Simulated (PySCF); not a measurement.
**GeHCl: relaxation and vibrations of the singlet**

The task is one start of a wider search on GeHCl: the singlet, from a linear start. It is relaxed, tested by its Hessian and followed downhill if it is a saddle.

Method: PBE0, basis Ge def2-TZVP, H def2-TZVP, Cl def2-TZVP, no relativity, density fitting; program: PySCF 2.14.0.

**1. The system as given**

3 atoms, charge 0, spin multiplicity 1.

Bond lengths: Ge1–H2 1.530 Å, Ge1–Cl3 2.200 Å. Angles: H2–Ge1–Cl3 180.0°.

Coordinates in bohr (charge 0 multiplicity 1):
```
Ge    0.0000    0.0000    0.0000
H     0.0000    0.0000   -2.8913
Cl    0.0000    0.0000    4.1574
```

**2. Finding the electronic state**

One driver script runs all steps and calls PySCF; scf.py shows how it sets up the SCF of each step. The optimiser is the driver's own. After this first run the driver tries any further starts and a stability analysis.

scf.py reads:

```python
from pyscf import gto, scf, dft
mol = gto.M(atom='''
Ge     0.000000     0.000000     0.000000
H      0.000000     0.000000    -1.530000
Cl     0.000000     0.000000     2.200000''',
    basis={'Ge': 'def2-TZVP', 'H': 'def2-TZVP', 'Cl': 'def2-TZVP'},
    charge=0, spin=0)
mf = dft.RKS(mol, xc='PBE0')
mf.grids.atom_grid = (50, 194)
aux = {'Ge': 'def2-universal-JKFIT', 'H': 'def2-universal-JKFIT', 'Cl': 'def2-universal-JKFIT'}
mf = mf.density_fit(auxbasis=aux)
mf.conv_tol = 1e-08
mf.diis_space = 10
mf.max_cycle = 60
mf.init_guess = 'minao'
mf.verbose = 4
mf.kernel()
```

Started as:

```console
OMP_NUM_THREADS=2 python axn.py task.json out
```

The log of the run:

```text
init E= -2536.7515059379
  HOMO = -0.159888973495246  LUMO = -0.116343834044339  gap/eV = 1.18492
cycle= 1 E= -2537.19447186909  delta_E= -0.443  |g|= 0.715  |ddm|= 2.59
  HOMO = -0.160247775418515  LUMO = -0.152469730820714  gap/eV = 0.21165
cycle= 2 E= -2536.67545800725  delta_E= 0.519  |g|= 1.55  |ddm|= 1.88
  HOMO = -0.173097891993432  LUMO = -0.119931663330979  gap/eV = 1.44673
cycle= 3 E= -2537.25916349987  delta_E= -0.584  |g|= 0.266  |ddm|= 1.45
  HOMO = -0.175283631022243  LUMO = -0.127215635133041  gap/eV = 1.30800
cycle= 4 E= -2537.27796507066  delta_E= -0.0188  |g|= 0.0658  |ddm|= 0.419
  HOMO = -0.181102152636623  LUMO = -0.128914153294615  gap/eV = 1.42011
cycle= 5 E= -2537.27888965078  delta_E= -0.000925  |g|= 0.0145  |ddm|= 0.0856
  HOMO = -0.179873219130595  LUMO = -0.127367899237762  gap/eV = 1.42874
cycle= 6 E= -2537.27897784492  delta_E= -8.82e-05  |g|= 0.00123  |ddm|= 0.0252
  HOMO = -0.179775482088374  LUMO = -0.127081034838244  gap/eV = 1.43389
cycle= 7 E= -2537.27897840298  delta_E= -5.58e-07  |g|= 0.000723  |ddm|= 0.0038
  HOMO = -0.179826137605136  LUMO = -0.127146778995948  gap/eV = 1.43348
cycle= 8 E= -2537.27897854189  delta_E= -1.39e-07  |g|= 0.00012  |ddm|= 0.00124
  HOMO = -0.179818063352066  LUMO = -0.127153281037753  gap/eV = 1.43308
cycle= 9 E= -2537.27897854542  delta_E= -3.52e-09  |g|= 4.26e-05  |ddm|= 0.000269
  HOMO = -0.179818187792925  LUMO = -0.127158428830611  gap/eV = 1.43295
Extra cycle  E= -2537.27897854424  delta_E= 1.17e-09  |g|= 7.43e-05  |ddm|= 0.000155
converged SCF energy = -2537.27897854424
```

This step, with its further starts and checks, ran for 9.1 s (2 threads of Arm Neoverse V1, shared host).

Energies from each starting density:

| start | energy (Eh) |
| --- | --- |
| the minimal-basis guess | -2537.278979 |
| a thermally smeared density | -2537.278979 |
| a smeared PBE density | -2537.278979 |

No lower closed-shell solution turned up from the other starts or in the test of internal stability.

**3. Linear start, singlet: relaxation**

The program finds C∞v symmetry in the start, which this walk keeps. Threshold on the gradient: 0.0003 Eh/bohr, with a further test on the energy change.

scf.py, as its differences from that of step 2:

```diff
@@ -3,3 +3,3 @@
-Ge     0.000000     0.000000     0.000000
-H      0.000000     0.000000    -1.530000
-Cl     0.000000     0.000000     2.200000''',
+Ge     0.000000    -0.000000    -0.685996
+H      0.000000    -0.000000    -2.215996
+Cl     0.000000     0.000000     1.514004''',
@@ -15 +14,0 @@
-mf.init_guess = 'minao'
```

Energy and gradient, step by step:

| step | energy (Eh) | change (kJ/mol) | largest symmetric gradient (Eh/bohr) |
| --- | --- | --- | --- |
| 0 | -2537.278979 | 0.00 | 0.06887 |
| 1 | -2537.302912 | -62.84 | 0.02377 |
| 2 | -2537.306645 | -72.64 | 0.00795 |
| 3 | -2537.307176 | -74.03 | 0.00135 |
| 4 | -2537.307192 | -74.07 | 0.00013 |
| 5 | -2537.307192 | -74.07 | 0.00005 |

The walk took 8.1 s.

Geometry (Å) and forces (eV/Å) at some steps:

```
step 0
Ge   0.000   0.000  -0.686   0.000   0.000   0.120
H    0.000   0.000  -2.216   0.000   0.000  -3.541
Cl   0.000   0.000   1.514   0.000   0.000   3.421
step 1
Ge   0.000   0.000  -0.701   0.000   0.000   0.164
H    0.000   0.000  -2.356   0.000   0.000  -1.222
Cl   0.000   0.000   1.669   0.000   0.000   1.059
step 3
Ge   0.000   0.000  -0.707   0.000   0.000   0.015
H    0.000   0.000  -2.455   0.000   0.000  -0.069
Cl   0.000   0.000   1.775   0.000   0.000   0.054
step 5
Ge   0.000   0.000  -0.707   0.000   0.000   0.003
H    0.000   0.000  -2.462   0.000   0.000  -0.002
Cl   0.000   0.000   1.782   0.000   0.000  -0.001
```

After 5 steps and 74.1 kJ/mol it ends at C∞v: Ge–Cl 2.489 Å, Ge–H 1.755 Å; Cl–Ge–H 180.0°.

**4. Is it a minimum? Harmonic modes**

The point is checked on the finer grid, and tightened if its gradient asks for it. The Hessian and the dipole derivatives come from central differences of analytic gradients, with steps of 0.02 bohr.

scf.py, as its differences from that of step 3:

```diff
@@ -3,3 +3,3 @@
-Ge     0.000000    -0.000000    -0.685996
-H      0.000000    -0.000000    -2.215996
-Cl     0.000000     0.000000     1.514004''',
+Ge     0.000000     0.000000    -0.775953
+H      0.000000     0.000000    -2.530685
+Cl     0.000000    -0.000000     1.713234''',
@@ -9 +9 @@
-mf.grids.atom_grid = (50, 194)
+mf.grids.atom_grid = (75, 302)
@@ -12 +12 @@
-mf.conv_tol = 1e-08
+mf.conv_tol = 1e-10
```

This SCF starts from the last density.

SCF at the final geometry:

```text
init E= -2537.30715153117
  HOMO = -0.221837797221934  LUMO = -0.147106297489113  gap/eV = 2.03355
cycle= 1 E= -2537.30715153116  delta_E= 1.09e-11  |g|= 8.95e-07  |ddm|= 1.63e-06
  HOMO = -0.22183774702226  LUMO = -0.147106223663534  gap/eV = 2.03355
Extra cycle  E= -2537.30715153117  delta_E= -1.18e-11  |g|= 8.69e-07  |ddm|= 1.61e-06
converged SCF energy = -2537.30715153117
```

The whole step took 30 s.

Geometry: C∞v; Ge–Cl 2.489 Å, Ge–H 1.755 Å; Cl–Ge–H 180.0°.

Modes, for the most abundant isotopes:

```
symmetry  ω (cm⁻¹)  IR (km/mol)     type
       π     1154i         60.4     bend
      σ+       241          158  stretch
      σ+      1454         1156  stretch
```

2 modes are imaginary, the largest at 1154i cm⁻¹: a saddle point, not a minimum.

Constants and moments:

- Dipole moment: 3.07 D
- Highest occupied level: -6.04 eV
- Lowest empty level: -4.00 eV
- Rotational constants: 0.1097 cm⁻¹
- Zero-point energy (real modes): 10.1 kJ/mol
- Principal polarisabilities: 31.9, 31.9, 95.7 bohr³
- Atomisation energy without zero-point energy: 403 kJ/mol
- Principal traceless quadrupole moments about the centre of mass: -13.98, 6.99, 6.99 D Å

Populations by atom (charges in e):

```json
{"atom": "Ge1", "Mulliken": "0.59", "Löwdin": "0.41", "polar tensor": "0.88", "Mayer order to Ge1": "–"}
{"atom": "H2", "Mulliken": "-0.16", "Löwdin": "-0.18", "polar tensor": "-0.24", "Mayer order to Ge1": "0.84"}
{"atom": "Cl3", "Mulliken": "-0.43", "Löwdin": "-0.23", "polar tensor": "-0.64", "Mayer order to Ge1": "0.93"}
```

Outer orbital energies (eV). occupied: -35.81, -35.76, -21.13, -14.68, -9.93, -8.23, -8.23, -6.04; empty: -4.00, -4.00, 1.75, 4.21.

Mulliken populations on Ge1: s 8.00, p 13.18, d 10.22, f 0.01.

**5. Following the imaginary mode**

The start is the last point, displaced along its most imaginary mode.

The program finds Cs symmetry in the start, which this walk keeps. The walk stops when the largest gradient is under 0.0003 Eh/bohr and the energy has settled too.

scf.py, as its differences from that of step 4:

```diff
@@ -3,3 +3,3 @@
-Ge     0.000000     0.000000    -0.775953
-H      0.000000     0.000000    -2.530685
-Cl     0.000000    -0.000000     1.713234''',
+Ge    -0.001077     0.002573    -0.775953
+H      0.046342    -0.110691    -2.530685
+Cl     0.000942    -0.002249     1.713234''',
@@ -9 +9 @@
-mf.grids.atom_grid = (75, 302)
+mf.grids.atom_grid = (50, 194)
@@ -12 +12 @@
-mf.conv_tol = 1e-10
+mf.conv_tol = 1e-08
```

The optimiser's trace:

| step | energy (Eh) | change (kJ/mol) | largest symmetric gradient (Eh/bohr) |
| --- | --- | --- | --- |
| 0 | -2537.308502 | 0.00 | 0.01655 |
| 1 | -2537.329188 | -54.31 | 0.03260 |
| 2 | -2537.354371 | -120.43 | 0.03917 |
| 3 | -2537.380346 | -188.63 | 0.03738 |
| 4 | -2537.402921 | -247.90 | 0.03058 |
| 5 | -2537.411291 | -269.87 | 0.02311 |
| 6 | -2537.413296 | -275.13 | 0.00509 |
| 7 | -2537.413370 | -275.33 | 0.00273 |
| 8 | -2537.413393 | -275.39 | 0.00079 |
| 9 | -2537.413398 | -275.40 | 0.00008 |
| 10 | -2537.413398 | -275.40 | 0.00001 |

The walk took 19 s.

End point (Cs, 10 steps, 275.4 kJ/mol gained): Ge–Cl 2.183 Å, Ge–H 1.601 Å; Cl–Ge–H 93.7°.

**6. Vibrations and properties at this point**

As before: finer grid, then central differences.

scf.py, as its differences from that of step 5:

```diff
@@ -3,3 +3,3 @@
-Ge    -0.001077     0.002573    -0.775953
-H      0.046342    -0.110691    -2.530685
-Cl     0.000942    -0.002249     1.713234''',
+Ge    -0.147989     0.353483    -0.578052
+H      0.351519    -0.839631    -1.520745
+Cl     0.302948    -0.723616     1.266488''',
@@ -9 +9 @@
-mf.grids.atom_grid = (50, 194)
+mf.grids.atom_grid = (75, 302)
@@ -12 +12 @@
-mf.conv_tol = 1e-08
+mf.conv_tol = 1e-10
```

Log of the central SCF (cycles and frontier levels):

```text
init E= -2537.41331794037
  HOMO = -0.263280794903817  LUMO = -0.112239647564174  gap/eV = 4.11004
cycle= 1 E= -2537.41331794032  delta_E= 5.05e-11  |g|= 1e-05  |ddm|= 1.34e-05
  HOMO = -0.263280012215514  LUMO = -0.112238334998821  gap/eV = 4.11005
cycle= 2 E= -2537.4133179403  delta_E= 1.59e-11  |g|= 1.44e-05  |ddm|= 1.91e-05
  HOMO = -0.263280413409529  LUMO = -0.112239046280639  gap/eV = 4.11004
cycle= 3 E= -2537.41331794036  delta_E= -5.5e-11  |g|= 5.36e-07  |ddm|= 1.12e-05
  HOMO = -0.263280466610649  LUMO = -0.112239104137736  gap/eV = 4.11004
Extra cycle  E= -2537.41331794035  delta_E= 1.09e-11  |g|= 4.76e-07  |ddm|= 6.75e-07
converged SCF energy = -2537.41331794035
```

The whole step ran for 38 s (2 threads of Arm Neoverse V1, shared host).

Geometry: Cs; Ge–Cl 2.183 Å, Ge–H 1.601 Å; Cl–Ge–H 93.7°.

Modes, for the most abundant isotopes:

```csv
symmetry,ω (cm⁻¹),IR (km/mol),type
a',404,70.1,stretch
a',727,22.2,bend
a',1904,346,stretch
```

No imaginary mode, so this is a minimum.

Properties at this point:

| Property | Result |
| --- | --- |
| Dipole moment | 1.77 D |
| Highest occupied level | -7.16 eV |
| Lowest empty level | -3.05 eV |
| Rotational constants | 6.657, 0.1481, 0.1449 cm⁻¹ |
| Zero-point energy | 18.2 kJ/mol |
| Principal polarisabilities | 31.7, 42.2, 56.5 bohr³ |
| Atomisation energy without zero-point energy | 682 kJ/mol |
| Principal traceless quadrupole moments about the centre of mass | -3.17, -1.04, 4.21 D Å |
| Entropy at 298.15 K and 1 bar | 264.4 J/(mol K) |
| Heat capacity Cp at 298.15 K | 42.7 J/(mol K) |
| Enthalpy at 298.15 K above 0 K | 10.99 kJ/mol |
| Rotational symmetry number | 1 |

Populations by atom (charges in e):

| atom | Mulliken | Löwdin | polar tensor | Mayer order to Ge1 |
| --- | --- | --- | --- | --- |
| Ge1 | 0.32 | 0.06 | 0.79 | – |
| H2 | -0.01 | -0.10 | -0.24 | 0.94 |
| Cl3 | -0.31 | 0.03 | -0.55 | 1.11 |

Mulliken populations on Ge1: s 7.86, p 13.65, d 10.15, f 0.02.

**7. Would spin polarisation lower it?**

At the lowest minimum the closed shell is tested against spin polarisation, on the (50, 194) grid. It is stable.

**8. The points found, side by side**

| spin | group | bonds | imaginary modes (cm⁻¹) | ΔE (kJ/mol) | with zero-point energy |
| --- | --- | --- | --- | --- | --- |
| singlet | Cs | Ge–Cl 2.183 Å, Ge–H 1.601 Å | none | 0.0 | 0.0 |
| singlet | C∞v | Ge–Cl 2.489 Å, Ge–H 1.755 Å | 1154i, 1154i | 278.7 | – |

**9. What came out**

| quantity | value |
| --- | --- |
| minimum | singlet, Cs |
| geometry | Ge–Cl 2.183 Å, Ge–H 1.601 Å; Cl–Ge–H 93.7° |
| wavenumbers (cm⁻¹) | 404 (a'), 727 (a'), 1904 (a') |
| dipole moment | 1.77 D |
| highest occupied, lowest empty level | -7.16, -3.05 eV |
| polar-tensor charge of Ge1 | +0.79 e |
| zero-point energy | 18.2 kJ/mol |
| entropy at 298.15 K | 264.4 J/(mol K) |
| atomisation energy (no zero-point energy) | 682 kJ/mol |

**Reading.** From C∞v at the start the molecule goes to a Cs minimum, after a stop at a second-order saddle point 278.7 kJ/mol higher, from which it was pushed off along an imaginary mode. The strongest infrared band lies at 1904 cm⁻¹ (a', stretch). Only this shape and spin were tried, so other structures or states may lie lower.

The search up to here took 1.8 min.
